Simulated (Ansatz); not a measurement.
# GaH₂O radical: an energy map over bond length O1–Ga2 and bond length O1–H3

How does the energy of GaH₂O, SMILES [OH][GaH], spin multiplicity 2 change over two coordinates at once? A grid of runs gives the map.

Computed with Ansatz 0.2.0. Level: UKS SPW92 (LDA)/def2-TZVP.

**1. The starting structure**

SMILES `[OH][GaH]`, 4 atoms, charge 0, spin multiplicity 2.

Atoms are counted from 1 here; the program's logs count them from 0.

Bond lengths: O1–Ga2 1.817 Å, O1–H3 0.977 Å, Ga2–H4 1.634 Å. Angles: Ga2–O1–H3 111.8°, O1–Ga2–H4 118.6°.

Coordinates:

```xyz
4
charge 0, multiplicity 2
O     0.2952   -1.0041    0.5543
Ga    0.6868    0.7103    0.0952
H    -0.5575   -1.2947    0.1758
H    -0.3691    1.5283   -0.8456
```

**3. Setting up the map**

The axes are (1) bond length O1–Ga2: 15 values from 1.536 to 2.501 Å; (2) bond length O1–H3: 15 values from 0.819 to 1.267 Å.

Nothing else is relaxed (all other coordinates rigid). Energies count from the relaxed molecule at the same level. Points are written as (first, second).

(The set-up runs are not shown.)

**4. Point (1.812 Å, 0.979 Å)**

File input.yaml:

```yaml
crystal:
  periodic: [false, false, false]
  atoms:
    - { symbol: O, position_ang: [0.290256, -0.979126, 0.541502] }
    - { symbol: Ga, position_ang: [0.68955, 0.729426, 0.089] }
    - { symbol: H, position_ang: [-0.559808, -1.298967, 0.17608] }
    - { symbol: H, position_ang: [-0.356743, 1.535649, -0.841278] }
magnetization:
  spin_polarized: true
  initial_magnetization: 1
basis:
  gaussian: { orbitals: def2-TZVP }
hamiltonian:
  xc: lda
output:
  forces: true
```

Command:

```sh
ansatz run input.yaml --threads 1 --pin off --max-ram 2560MiB --backend cpu --events-out ev --progress --plain --runs-dir out
```

The session goes on with these runs: the other points that were computed.

What does the calculation give? Wanted: lowest point; highest computed point; dipole moment; largest force on an atom.

The runs gave:

| quantity | value |
| --- | --- |
| lowest point | (1.812 Å, 0.979 Å), 0.7 kJ/mol |
| highest computed point | (2.501 Å, 1.267 Å), 290 kJ/mol above the lowest |
| dipole moment (D) | 1.12 at (1.674 Å, 0.819 Å) to 3.62 at (2.501 Å, 0.819 Å); 1.40 at the lowest point |
| largest force on an atom (eV/Å) | 0.5 at (1.812 Å, 0.979 Å) to 15.0 at (2.225 Å, 0.819 Å); 0.5 at the lowest point |
| time for the whole task | 6 min on 1 thread, shared host |

What this shows: The lowest computed point is at (1.812 Å, 0.979 Å), 0.7 kJ/mol from the relaxed molecule at the same level. No other kind of well shows on this grid. The highest computed point, (2.501 Å, 1.267 Å), lies 290 kJ/mol above the lowest. Round the minimum the two coordinates are nearly uncoupled.
